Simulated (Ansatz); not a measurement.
# Rb2Mg: the cost of one run

Method: DFT PBE, scalar-relativistic, plane waves, PAW, in Ansatz 0.2.0.

## 1. The starting structure

It takes space group I4/mcm (No. 140, tetragonal). Conventional cell: a = 10.005 Å, b = 10.005 Å, c = 7.163 Å, α = 90.00°, β = 90.00°, γ = 90.00°. Around Rb (site symmetry m2m) lie 4 Mg at 4.14 Å and 2 Rb at 4.31 Å. Mg (site symmetry 422) is surrounded by 2 Mg at 3.58 Å.

As a file:

```cif
data_structure
_symmetry_space_group_name_H-M 'P 1'
_symmetry_Int_Tables_number 1
_cell_length_a 7.9295
_cell_length_b 7.9295
_cell_length_c 7.9295
_cell_angle_alpha 101.770
_cell_angle_beta 101.770
_cell_angle_gamma 126.301
_cell_volume 358.50
loop_
_atom_site_label
_atom_site_type_symbol
_atom_site_fract_x
_atom_site_fract_y
_atom_site_fract_z
_atom_site_occupancy
Rb1 Rb 0.16555 0.33445 0.50000 1
Rb2 Rb 0.83445 0.66555 0.50000 1
Rb3 Rb 0.66555 0.16555 0.83110 1
Rb4 Rb 0.33445 0.83445 0.16890 1
Mg1 Mg 0.25000 0.25000 0.00000 1
Mg2 Mg 0.75000 0.75000 0.00000 1
```

(A quick probe on a coarse mesh, which set the mesh and smearing, is not shown.)

## 3. Full relaxation

The input, input.yaml:

```yaml
crystal:
  lattice:
    - [-5.002542, 5.002542, 3.581331]
    - [5.002542, -5.002542, 3.581331]
    - [5.002542, 5.002542, -3.581331]
  atoms:
    - { symbol: Rb, position: [0.165551, 0.334449, 0.5] }
    - { symbol: Rb, position: [0.834449, 0.665551, 0.5] }
    - { symbol: Rb, position: [0.665551, 0.165551, 0.831102] }
    - { symbol: Rb, position: [0.334449, 0.834449, 0.168898] }
    - { symbol: Mg, position: [0.25, 0.25, 0.0] }
    - { symbol: Mg, position: [0.75, 0.75, 0.0] }
basis:
  ecutwfc: 420
kpoints:
  mp_grid: { grid: [6, 6, 6] }
hamiltonian:
  xc: pbe
scf:
  occupations: { method: gaussian, width: 0.1 }
output:
  forces: true
  stress: true
  eigenvalues: true
  write_density: true
  write_potential: true
  elf: true
  volumetric_format: npy
relax:
  adjacent_minimum: "off"
  f_tol: 0.01
  max_steps: 80
  cell: { stress_tol: 0.05 }
```

On the command line:

```console
$ ansatz run input.yaml --threads 1 --pin off --max-ram 2560MiB --backend cpu --events-out ev --progress --plain --runs-dir out
```

Q: Estimate wall time and peak memory on 1 thread of Arm Neoverse V2, shared host.

About 75 s, with a peak of 0.65 GiB.
